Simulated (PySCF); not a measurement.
**One shape, several levels: BH2O2F (SMILES OB(O)F)**

Aim: a comparison of 6 runs (HF/3-21G, HF/def2-SVP, PBE0/def2-SVP, TPSSh/def2-TZVP, MP2/6-311+G**, CCSD(T)/3-21G) of BH2O2F. The job is set up through a Python script.

The results are computed with PySCF 2.14.0.

## (1) Starting point

The species is BH2O2F (6 atoms), meant as a singlet with charge 0. As SMILES, `OB(O)F`. The shape is that of a PBE0-D4/def2-TZVP optimisation. This is one conformer, not always the lowest.

Bond lengths: O1–B2 1.360 Å, B2–O3 1.352 Å, B2–F4 1.333 Å, O1–H5 0.960 Å, O3–H6 0.960 Å. Angles: O1–B2–O3 121.6°, O1–B2–F4 120.5°, O3–B2–F4 117.9°, B2–O1–H5 113.1°, B2–O3–H6 112.5°.

## (2) Energy and gradient at HF/3-21G (run 1)

Input file input.py:

```python
from pyscf import gto

system = gto.M(
    atom='''
O     -0.477500     0.971000    -0.208400
B     -0.023800    -0.307500    -0.106500
O      0.989400    -0.635200     0.726100
F     -0.573100    -1.280600    -0.833200
H     -1.198900     1.066100    -0.834300
H      1.326000     0.122200     1.210000
''',
    basis='3-21g',
    verbose=4,
    spin=0,
    max_memory=1860,
)

mf = system.RHF()
mf.conv_tol = 1e-10
mf.kernel()
if not mf.converged:
    mf = mf.newton().run(mf.mo_coeff, mf.mo_occ)

etot = mf.e_tot
print('Final energy', etot)
grad = mf.nuc_grad_method().kernel()
mf.analyze()
```

Command:

```
$ OMP_NUM_THREADS=1 python input.py
```

What it wrote:

```text
PySCF version 2.14.0

[... 78 lines left out ...]
Two-electron Energy =                  218.355256523650326
[... 7 lines left out ...]
MO #4   energy= -7.6805462933558   occ= 2
[... 5 lines left out ...]
MO #10  energy= -0.718786156777306 occ= 2
[... 5 lines left out ...]
MO #16  energy= -0.506662048296387 occ= 2
[... 5 lines left out ...]
MO #22  energy= 0.501278183203309  occ= 0
[... 5 lines left out ...]
MO #28  energy= 1.28745715451201   occ= 0
[... 5 lines left out ...]
MO #34  energy= 2.11615311849691   occ= 0
[... 5 lines left out ...]
MO #40  energy= 4.10756343339525   occ= 0
[... 49 lines left out ...]
Dipole moment(X, Y, Z, Debye): -0.67782,  2.27415, -0.06558
```

It took 2.5 s on 1 thread of Intel Xeon at 2.50GHz (Skylake/Cascade Lake), shared host; peak memory 0.12 GiB.

## (3) Energy and forces at HF/def2-SVP (run 2)

Input file input.xyz:

```xyz
6
BFH2O2
O     -0.477500     0.971000    -0.208400
B     -0.023800    -0.307500    -0.106500
O      0.989400    -0.635200     0.726100
F     -0.573100    -1.280600    -0.833200
H     -1.198900     1.066100    -0.834300
H      1.326000     0.122200     1.210000
```

Input file calc.py:

```python
# OB(O)F
from pyscf import gto

molecule = gto.M(
    atom='input.xyz',
    max_memory=1860,
    spin=0,
    basis='def2-svp',
    verbose=4,
)

calc0 = molecule.RHF()
calc0.conv_tol = 1e-10
calc0.kernel()
if not calc0.converged:
    calc0 = calc0.newton().run(calc0.mo_coeff, calc0.mo_occ)

e_tot = calc0.e_tot
print('E = %.10f Eh' % e_tot)
grad = calc0.nuc_grad_method().kernel()
calc0.analyze()
```

Command:

```
$ OMP_NUM_THREADS=1 python calc.py
```

What it wrote:

```text
PySCF version 2.14.0

[... 60 lines left out ...]
converged SCF energy = -274.982740739839
[... 24 lines left out ...]
MO #3   energy= -20.571305070178   occ= 2
[... 8 lines left out ...]
MO #12  energy= -0.653751699909499 occ= 2
[... 8 lines left out ...]
MO #21  energy= 0.352717401445356  occ= 0
[... 8 lines left out ...]
MO #30  energy= 1.16922006447199   occ= 0
[... 8 lines left out ...]
MO #39  energy= 1.54496599873736   occ= 0
[... 8 lines left out ...]
MO #48  energy= 2.13237562850172   occ= 0
[... 8 lines left out ...]
MO #57  energy= 3.4496416949113    occ= 0
[... 8 lines left out ...]
MO #66  energy= 4.30046475120299   occ= 0
[... 75 lines left out ...]
Dipole moment(X, Y, Z, Debye): -0.50216,  2.05111,  0.03903
```

It took 5.4 s on 1 thread of Intel Xeon at 2.50GHz (Skylake/Cascade Lake), shared host; peak memory 0.14 GiB.

Runs 3 to 5 aren't shown in full; the table further down has their settings and results.

## (4) A single-point energy at CCSD(T)/3-21G (run 6)

Input file job.py:

```python
# OB(O)F
from pyscf import gto, cc

mol = gto.M(
    atom=[
    ('O', (-0.477500, 0.971000, -0.208400)),
    ('B', (-0.023800, -0.307500, -0.106500)),
    ('O', (0.989400, -0.635200, 0.726100)),
    ('F', (-0.573100, -1.280600, -0.833200)),
    ('H', (-1.198900, 1.066100, -0.834300)),
    ('H', (1.326000, 0.122200, 1.210000)),
],
    basis='3-21g',
    verbose=4,
    max_memory=1860,
    charge=0,
)

mf = mol.RHF()
mf.conv_tol = 1e-10
mf.kernel()
if not mf.converged:
    mf = mf.newton().run(mf.mo_coeff, mf.mo_occ)

mycc = cc.CCSD(mf, frozen=4)
mycc.kernel()
e_t = mycc.ccsd_t()
etot = mycc.e_tot + e_t
print(f'total energy: {etot:.8f} hartree')
mf.analyze()
```

Command:

```
$ OMP_NUM_THREADS=1 python job.py
```

What it wrote:

```text
PySCF version 2.14.0

[... 73 lines left out ...]
Init t2, MP2 energy = -274.094488801805  E_corr(MP2) -0.400357909900781
[... 19 lines left out ...]
Two-electron Energy =                  218.355256523650326
[... 7 lines left out ...]
MO #4   energy= -7.6805462933558   occ= 2
[... 5 lines left out ...]
MO #10  energy= -0.718786156777306 occ= 2
[... 5 lines left out ...]
MO #16  energy= -0.506662048296387 occ= 2
[... 5 lines left out ...]
MO #22  energy= 0.501278183203309  occ= 0
[... 5 lines left out ...]
MO #28  energy= 1.28745715451201   occ= 0
[... 5 lines left out ...]
MO #34  energy= 2.11615311849691   occ= 0
[... 5 lines left out ...]
MO #40  energy= 4.10756343339525   occ= 0
[... 49 lines left out ...]
Dipole moment(X, Y, Z, Debye): -0.67782,  2.27415, -0.06558
```

It took 3.3 s on 1 thread of Intel Xeon at 2.50GHz (Skylake/Cascade Lake), shared host; peak memory 0.14 GiB.

## (5) Overview of the runs

```csv
run,level,integration grid,frozen core orbitals,energy (Eh),dipole moment (D) of the reference,HOMO energy (eV),LUMO energy (eV),wall time
1,HF/3-21G,–,–,-273.694131,2.37,-13.79,6.57,2.5 s
2,HF/def2-SVP,–,–,-274.982741,2.11,-14.13,4.51,5.4 s
3,PBE0/def2-SVP,5,–,-276.019451,2.00,-9.43,1.39,25 s
4,TPSSh/def2-TZVP,5,–,-276.632115,1.88,-8.74,0.17,2.2 min
5,MP2/6-311+G**,–,4,-275.975935,2.09,-14.29,1.31,35 s
6,CCSD(T)/3-21G,–,4,-274.110559,2.37,-13.79,6.57,3.3 s
```

## (6) Results

```
                                          quantity          value
                               run 6: total energy  -274.11056 Eh
       run 6: dipole moment (Hartree–Fock density)         2.37 D
        run 6: HOMO energy (Hartree–Fock orbitals)      -13.79 eV
        run 6: LUMO energy (Hartree–Fock orbitals)        6.57 eV
      run 6: HOMO–LUMO gap (Hartree–Fock orbitals)       20.36 eV
run 6: correlation energy (4 core orbitals frozen)     -416.4 mEh
                             run 6: (T) correction      -7.91 mEh
                              run 6: T1 diagnostic          0.013
```

**Reading.** Over runs 1, 2, 3, 4 the dipole moment (its size) runs from 1.88 D (TPSSh/def2-TZVP) to 2.37 D (HF/3-21G). The two ends differ in method and basis. Over runs 1, 2, 3, 4 the HOMO–LUMO gap runs from 8.91 eV (TPSSh/def2-TZVP) to 20.36 eV (HF/3-21G). Totals of different functionals can't be ranked against each other. All runs together took 3.4 min, the longest 2.2 min.
